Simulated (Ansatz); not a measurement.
# CH5AlBBr, SMILES C[BH][AlH][Br]: a rigid torsion scan

Computed with the Ansatz DFT code, driven from Python.

At the Python prompt:
```pycon
>>> import ansatz as az
>>> from ase import Atoms
>>> SETTINGS = {
...     "basis": "def2-SVP",
...     "xc": "pbe",
...     "vdw": "d4",
...     "force_tol": 0.02,
... }
>>> atoms = Atoms(["C", "B", "Al", "Br", "H", "H", "H", "H", "H"], positions=[
...     (0.1989, 0.6121, -1.222),
...     (0.751, -0.2459, -0.0765),
...     (-0.4448, -0.7653, 1.5331),
...     (-2.5859, -0.0063, 1.6686),
...     (-0.1727, 1.6247, -0.833),
...     (0.922, 0.8463, -2.0131),
...     (-0.6936, 0.1438, -1.6849),
...     (1.9122, -0.5999, -0.1433),
...     (0.2015, -1.6559, 2.7541),
... ])
>>> # relax first, so that the scan starts from a minimum
>>> first = (
...     az.Crystal.molecule_from_ase(atoms).calculation()
...     .basis(gaussian=SETTINGS["basis"])
...     .functional(SETTINGS["xc"], dispersion=SETTINGS["vdw"])
...     .relax(force_tolerance=SETTINGS["force_tol"], max_steps=80)
... )
>>> atoms.positions = first.run().report["positions_ang"]
>>> start = atoms.get_dihedral(0, 1, 2, 3)
>>> energies = {}
>>> for turn in range(0, 360, 30):
...     turned = atoms.copy()
...     turned.set_dihedral(0, 1, 2, 3, start + turn, indices=[2, 3, 8])
...     calc = az.Crystal.molecule_from_ase(turned).calculation()
...     calc = calc.basis(gaussian=SETTINGS["basis"])
...     calc = calc.functional(SETTINGS["xc"], dispersion=SETTINGS["vdw"])
...     energies[round((start + turn) % 360)] = calc.run().report["free_energy_ev"]
...
>>> floor = min(energies.values())
>>> print("dihedral C0-B1-Al2-Br3 (deg)   E - E(min) (eV)")
dihedral C0-B1-Al2-Br3 (deg)   E - E(min) (eV)
>>> for angle, e in sorted(energies.items()):
...     print(f"{angle:8d} {(e - floor):14.3f}  " + "#" * int(30 * (e - floor) / max(max(energies.values()) - floor, 1e-9)))
...
       9          0.073  #####################
      39          0.057  ################
      69          0.023  ######
      99          0.008  ##
     129          0.035  ##########
     159          0.082  #######################
     189          0.103  ##############################
     219          0.074  #####################
     249          0.023  ######
     279          0.000
     309          0.020  #####
     339          0.057  ################
```

The lowest point is at 279° and the highest at 189°, 0.103 eV (9.9 kJ/mol) above it, with the rest of the molecule held.

The scan is rigid and the energies are electronic, in a modest basis. With rigid groups the curve can differ much from the relaxed path, the start wasn't checked as a minimum of this torsion, and equivalent turns needn't return to the same energy. Finished in 2.7 min on 1 thread of Arm Neoverse V1 (shared host), peak memory 0.2 GiB.
